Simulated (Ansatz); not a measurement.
Geometry optimisation, DFT PBE, scalar-relativistic, plane waves, PAW (Ansatz).

The input (input.yaml):

```yaml
crystal:
  lattice:
    - [5.68928, 0.0, 0.0]
    - [0.0, 5.58776, 0.0]
    - [0.0, 0.0, 17.105884]
  atoms:
    - { symbol: W, position: [0.0, 0.0, 0.05845942] }
    - { symbol: C, position: [0.0, 0.25, 0.15447045] }
    - { symbol: W, position: [0.25, 0.0, 0.20247597] }
    - { symbol: C, position: [0.25, 0.25, 0.29848701] }
    - { symbol: W, position: [0.0, 0.5, 0.05845942] }
    - { symbol: C, position: [0.0, 0.75, 0.15447045] }
    - { symbol: W, position: [0.25, 0.5, 0.20247597] }
    - { symbol: C, position: [0.25, 0.75, 0.29848701] }
    - { symbol: W, position: [0.5, 0.0, 0.05845942] }
    - { symbol: C, position: [0.5, 0.25, 0.15447045] }
    - { symbol: W, position: [0.75, 0.0, 0.20247597] }
    - { symbol: C, position: [0.75, 0.25, 0.29848701] }
    - { symbol: W, position: [0.5, 0.5, 0.05845942] }
    - { symbol: C, position: [0.5, 0.75, 0.15447045] }
    - { symbol: W, position: [0.75, 0.5, 0.20247597] }
    - { symbol: C, position: [0.75, 0.75, 0.29848701] }
    - { symbol: "N", position: [1.08333333, -0.08333333, 0.3399932] }
    - { symbol: H, position: [1.05454522, -0.22347086, 0.37506885] }
    - { symbol: H, position: [1.11212145, 0.05680419, 0.37506885] }
basis:
  ecutwfc: 420.0
kpoints:
  mp_grid: { grid: [4, 4, 1] }
hamiltonian:
  xc: pbe
  pseudopotentials: { kind: paw, azcp: { folder: soft_1 } }
scf:
  occupations: { method: fermi_dirac, width: 0.05 }
  lower_state_search: "off"
relax:
  f_tol: 0.03
  max_steps: 60
  adjacent_minimum: "off"
  constraints: [{ sites: [0, 4, 8, 12] }]
```

Run as:

```bash
$ ansatz run input.yaml --threads 4 --pin off --max-ram 10240MiB --backend cpu --events-out ev --progress --plain --runs-dir out
```

Problem. Where does it end, and by what steps?

Solution. The forces met the threshold. Limits of this set-up: coarse k mesh, thin slab, slab without dipole correction, odd electron count without spin, a typed lattice constant that wasn't relaxed here. After 27 steps the energy has fallen by 10.093 eV; C4 moved furthest, 1.64 Å. Parted: W3–N17 (2.58 → 3.19 Å). Joined: C2–C12 (2.84 → 1.68 Å), W3–C12 (3.57 → 2.22 Å), W3–C16 (3.57 → 2.60 Å), C4–C10 (2.84 → 1.66 Å), C4–W11 (3.57 → 2.11 Å), C4–W15 (3.57 → 2.13 Å).

```tsv
step	energy less start (eV)	largest force component (eV/Å)	accepted
0	0.0000	5.934	yes
1	-2.3718	4.305	yes
2	-3.7419	2.294	yes
3	-4.3352	1.678	yes
4	-4.8811	1.728	yes
5	-5.4849	1.318	yes
6	-6.1076	1.406	yes
7	-6.6656	1.544	yes
8	-7.2556	1.603	yes
9	-7.7854	1.921	yes
10	-8.1853	0.739	yes
11	-8.5983	1.043	yes
12	-9.0365	1.213	yes
13	-9.4240	1.063	yes
14	-9.7285	0.689	yes
15	-9.8522	0.433	yes
16	-9.9115	0.327	yes
17	-9.9508	0.547	yes
18	-9.9695	0.968	yes
19	-10.0013	0.729	yes
20	-10.0512	0.376	yes
21	-10.0504	0.627	no
22	-10.0788	0.190	yes
23	-10.0856	0.168	yes
24	-10.0903	0.180	yes
25	-10.0922	0.057	yes
26	-10.0927	0.038	yes
27	-10.0928	0.023	yes
```

```xyz
19
Lattice="5.6893 0.0000 0.0000 0.0000 5.5878 0.0000 0.0000 0.0000 17.1059" Properties=species:S:1:pos:R:3
W 0.000 0.000 1.000
C 0.074 1.386 2.547
W 1.477 -0.029 3.444
C 2.816 1.393 4.242
W 0.000 2.794 1.000
C -0.033 4.194 2.583
W 1.390 2.781 3.564
C 1.889 4.036 5.249
W 2.845 0.000 1.000
C 2.875 1.408 2.578
W 4.248 0.012 3.529
C 5.647 1.387 4.226
W 2.845 2.794 1.000
C 2.792 4.204 2.444
W 4.203 2.840 3.514
C 3.214 4.180 4.796
N 7.043 -1.126 6.438
H 6.029 -1.103 6.503
H 7.517 -0.368 6.930
```

Whether the end is a true minimum wasn't checked by a vibrational analysis.

The run took 4.3 min on 4 threads of Arm Neoverse V1, with other jobs on the host, peak memory 1.6 GiB.
